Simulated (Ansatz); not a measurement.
**Trisilylamine (Si3NH9): up Jacob's ladder to CCSD(T)**

One table from this session's results is given with a row withheld; the runs are named, their logs left out.

Program: Ansatz 0.2.0, Gaussian basis. Level of theory: functionals in def2-TZVPP, the program's frozen cores in correlated methods. These are calculated values, not measurements.

The runs, in order: LDA (SPW92), PBE-D4, revPBE-D4, BLYP-D4, r2SCAN-D4, B97M-V, PBE0-D4, B3LYP-D4, r2SCANh-D4, r2SCAN0-D4, HSE06-D4, BHLYP-D4, CAM-B3LYP-D4, LC-ωPBE, ωB97X-V, ωB97M-V, B2PLYP, PBE-QIDH; CCSD(T)/def2-SVP; CCSD(T)/def2-TZVPP; MP2/def2-QZVPP; extrapolation to the limit; RPA on PBE.

## Structure used throughout

An earlier PBE0-D4 in a triple-zeta def2 set relaxation fixed the geometry.

SMILES `[SiH3]N([SiH3])[SiH3]`, 13 atoms, charge 0, spin multiplicity 1.

Atoms are counted from 1 here; the program's logs count them from 0.

Bond lengths: Si1–N2 1.740 Å, Si1–H5 1.485 Å, Si1–H6 1.485 Å, Si1–H7 1.489 Å, N2–Si3 1.740 Å, N2–Si4 1.740 Å, Si3–H8 1.485 Å, Si3–H9 1.489 Å, Si3–H10 1.485 Å, Si4–H11 1.485 Å, Si4–H12 1.485 Å, Si4–H13 1.489 Å. Angles: N2–Si1–H5 108.9°, N2–Si1–H6 108.9°, N2–Si1–H7 112.2°, H5–Si1–H6 110.4°, H5–Si1–H7 108.2°, H6–Si1–H7 108.2°, Si1–N2–Si3 119.8°, Si1–N2–Si4 119.8°, Si3–N2–Si4 119.9°, N2–Si3–H8 108.9°, N2–Si3–H9 112.2°, N2–Si3–H10 108.9°, H8–Si3–H9 108.2°, H8–Si3–H10 110.4°, H9–Si3–H10 108.2°, N2–Si4–H11 108.9°, N2–Si4–H12 108.9°, N2–Si4–H13 112.2° and more.

Set-up of the first run:

Contents of in.yaml:

```yaml
crystal:
  periodic: [false, false, false]
  atoms:
    - {symbol: Si, position_ang: [-0.529725, 1.425902, -0.832638]}
    - {symbol: N, position_ang: [-0.073912, -0.008430, 0.040225]}
    - {symbol: Si, position_ang: [0.779181, 0.134044, 1.549754]}
    - {symbol: Si, position_ang: [-0.260969, -1.569179, -0.705281]}
    - {symbol: H, position_ang: [-1.700745, 1.114165, -1.691059]}
    - {symbol: H, position_ang: [-0.870707, 2.494189, 0.140910]}
    - {symbol: H, position_ang: [0.567731, 1.925588, -1.706113]}
    - {symbol: H, position_ang: [0.527321, -1.083388, 2.361840]}
    - {symbol: H, position_ang: [2.249323, 0.267860, 1.354989]}
    - {symbol: H, position_ang: [0.294381, 1.342423, 2.264039]}
    - {symbol: H, position_ang: [-1.477626, -1.554057, -1.556650]}
    - {symbol: H, position_ang: [-0.386140, -2.597758, 0.358438]}
    - {symbol: H, position_ang: [0.902292, -1.926058, -1.563553]}
basis:
  gaussian: {orbitals: def2-TZVPP}
hamiltonian: {xc: lda}
output: {orbitals: {seedname: orbitals}}
```

Started as:

```console
$ ansatz run in.yaml --threads 4 --pin off --events-out ev --progress --plain --max-ram 10444MiB
```

Among the steps run: LDA; PBE-D4 (GGA); revPBE-D4 (GGA); BLYP-D4 (GGA); r2SCAN-D4 (meta-GGA); B97M-V (meta-GGA); PBE0-D4 (hybrid); B3LYP-D4 (hybrid); r2SCANh-D4 (hybrid); r2SCAN0-D4 (hybrid); HSE06-D4 (hybrid); BHLYP-D4 (hybrid); CAM-B3LYP-D4 (range-separated); LC-ωPBE (range-separated); ωB97X-V (range-separated); ωB97M-V (range-separated); B2PLYP (double hybrid); PBE-QIDH (double hybrid).

One of the session's tables, all rows but one given; the rest of the session is left out.

It belongs to the step «Orbital energies across the functionals». 

| functional | HOMO (eV) | gap (eV) |
| --- | --- | --- |
| LDA (SPW92) | -6.53 | 4.98 |
| PBE-D4 | -6.47 | 5.20 |
| revPBE-D4 | -6.44 | 5.30 |
| BLYP-D4 | -6.34 | 5.28 |
| r2SCAN-D4 | -6.76 | 5.84 |
| B97M-V | ? | ? |
| PBE0-D4 | -7.74 | 7.34 |
| B3LYP-D4 | -7.53 | 6.97 |
| r2SCANh-D4 | -7.23 | 6.60 |
| r2SCAN0-D4 | -7.95 | 7.74 |
| HSE06-D4 | -7.35 | 6.57 |
| BHLYP-D4 | -8.95 | 9.49 |
| CAM-B3LYP-D4 | -9.08 | 9.73 |
| LC-ωPBE | -10.43 | 12.20 |
| ωB97X-V | -10.11 | 11.73 |
| ωB97M-V | -10.00 | 11.31 |

Q: Estimate the row for B97M-V from the others.

As computed: HOMO (eV): -6.96; gap (eV): 5.80. In the column «HOMO (eV)» it lies between r2SCANh-D4 (-7.23) and r2SCAN-D4 (-6.76).
